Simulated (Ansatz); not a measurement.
# ClH3OZn: the cost of one run

Program: Ansatz 0.2.0. Level of theory: RKS PBE0/def2-SVP. These are calculated values, not measurements.

1 further run of the same task is left out (it didn't finish).

## (1) The structure to begin with

Bond lengths: Zn1–O2 2.140 Å, O2–H3 1.010 Å, Zn1–Cl4 2.240 Å. Angles: Zn1–O2–H3 109.5°, O2–Zn1–Cl4 180.0°.

Coordinates:

```xyz
6

Zn    0.0000    0.0000    0.0000
O     0.0000    0.0000    2.1400
H    -0.9095   -0.2814    2.4771
Cl    0.0000    0.0000   -2.2400
H     1.7115    0.4692    0.5897
H     1.3241    0.3630    1.5381
```

## (2) Pulling towards end A

Springs on the bonds that form and break draw the guess towards this end; the thresholds are loose.

Contents of input.yaml:

```yaml
crystal:
  periodic: [false, false, false]
  atoms:
    - { symbol: Zn, position_ang: [0.0, 0.0, 0.0] }
    - { symbol: O, position_ang: [0.0, 0.0, 2.14] }
    - { symbol: H, position_ang: [-0.9095, -0.2814, 2.4771] }
    - { symbol: Cl, position_ang: [0.0, 0.0, -2.24] }
    - { symbol: H, position_ang: [1.7115, 0.4692, 0.5897] }
    - { symbol: H, position_ang: [1.3241, 0.363, 1.5381] }
basis:
  gaussian: { orbitals: def2-SVP }
hamiltonian:
  xc: pbe0
relax:
  f_tol: 0.15
  max_steps: 25
  restrain:
    - { distance: [0, 4], at: 2.77, k: 30.0 }
    - { distance: [5, 1], at: 2.21, k: 30.0 }
    - { distance: [0, 1], at: 1.79, k: 30.0 }
    - { distance: [5, 4], at: 0.66, k: 30.0 }
```

On the command line:

```
> ansatz run input.yaml --threads 1 --pin off --max-ram 2048MiB --backend cpu --events-out ev --progress --plain --runs-dir out
```

Q: Estimate wall time and peak memory on 1 thread of Arm Neoverse V2, shared host.

About 27 s, with a peak of 0.15 GiB.
